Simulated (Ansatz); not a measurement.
# C₄H₆F₂O: small, medium and large basis sets

The task here is to estimate one member of a computed series from the others.

Computed with Ansatz 0.2.0, Gaussian basis. Level: one geometry, several basis sets.

Levels to be run: PBE0-D4/def2-SVP; ωB97M-V/def2-SVP; PBE0-D4/def2-QZVPP; ωB97M-V/def2-QZVPP; the functionals' def2-TZVPP values are taken from earlier runs.

### Structure used throughout

All runs share one geometry, relaxed beforehand with PBE0-D4 in a triple-zeta def2 set.

SMILES `F[C@H]1COC[C@@H]1F`, 13 atoms, charge 0, spin multiplicity 1.

Atoms are counted from 1 here; the program's logs count them from 0.

Bond lengths: F1–C2 1.384 Å, C2–C3 1.510 Å, C2–C6 1.521 Å, C2–H8 1.091 Å, C3–O4 1.417 Å, C3–H9 1.096 Å, C3–H10 1.093 Å, O4–C5 1.417 Å, C5–C6 1.510 Å, C5–H11 1.093 Å, C5–H12 1.096 Å, C6–F7 1.384 Å, C6–H13 1.091 Å. Angles: F1–C2–C3 110.5°, F1–C2–C6 107.9°, F1–C2–H8 108.7°, C3–C2–C6 101.8°, C3–C2–H8 114.5°, C6–C2–H8 113.1°, C2–C3–O4 106.6°, C2–C3–H9 109.9°, C2–C3–H10 111.2°, O4–C3–H9 110.1°, O4–C3–H10 109.8°, H9–C3–H10 109.2°, C3–O4–C5 109.9°, O4–C5–C6 106.7°, O4–C5–H11 109.8°, O4–C5–H12 110.1°, C6–C5–H11 111.2°, C6–C5–H12 109.9° and more.

The first run:

in.yaml reads:

```yaml
crystal:
  periodic: [false, false, false]
  atoms:
    - {symbol: F, position_ang: [-0.289126, -1.730353, 0.948177]}
    - {symbol: C, position_ang: [0.000428, -0.377223, 0.986873]}
    - {symbol: C, position_ang: [1.310834, -0.095383, 0.290751]}
    - {symbol: O, position_ang: [1.018108, 0.030544, -1.090237]}
    - {symbol: C, position_ang: [-0.383426, 0.121025, -1.280724]}
    - {symbol: C, position_ang: [-0.992687, 0.338257, 0.084167]}
    - {symbol: F, position_ang: [-0.975704, 1.682226, 0.415511]}
    - {symbol: H, position_ang: [-0.042898, -0.039824, 2.023665]}
    - {symbol: H, position_ang: [1.741501, 0.838603, 0.670782]}
    - {symbol: H, position_ang: [2.024001, -0.908551, 0.445323]}
    - {symbol: H, position_ang: [-0.612919, 0.951168, -1.953008]}
    - {symbol: H, position_ang: [-0.764792, -0.810535, -1.715396]}
    - {symbol: H, position_ang: [-2.012717, -0.034856, 0.188914]}
basis:
  gaussian: {orbitals: def2-SVP}
hamiltonian: {xc: pbe0, dispersion: d4}
output: {orbitals: {seedname: orbitals}}
```

Command:

```sh
$ ansatz run in.yaml --threads 4 --pin off --events-out ev --progress --plain --max-ram 11315MiB
```

Among the steps run: PBE0-D4 in def2-SVP; ωB97M-V in def2-SVP; PBE0-D4 in def2-QZVPP; ωB97M-V in def2-QZVPP.

One table of the session follows, with a row left open; its other results are not shown here.

It belongs to the step «Functionals by basis». 

| functional | basis | HOMO (eV) | LUMO (eV) |
| --- | --- | --- | --- |
| PBE0-D4 | def2-SVP | -7.51 | 1.70 |
| PBE0-D4 | def2-TZVPP | -7.67 | 1.29 |
| PBE0-D4 | def2-QZVPP | ? | ? |
| ωB97M-V | def2-SVP | -9.94 | 3.67 |
| ωB97M-V | def2-TZVPP | -10.09 | 2.89 |
| ωB97M-V | def2-QZVPP | -10.14 | 2.02 |

Q: Estimate the row for PBE0-D4, def2-QZVPP from the others.

The run gave: HOMO (eV): -7.71; LUMO (eV): 0.89. In the column «HOMO (eV)» it lies between ωB97M-V, def2-SVP (-9.94) and PBE0-D4, def2-TZVPP (-7.67).
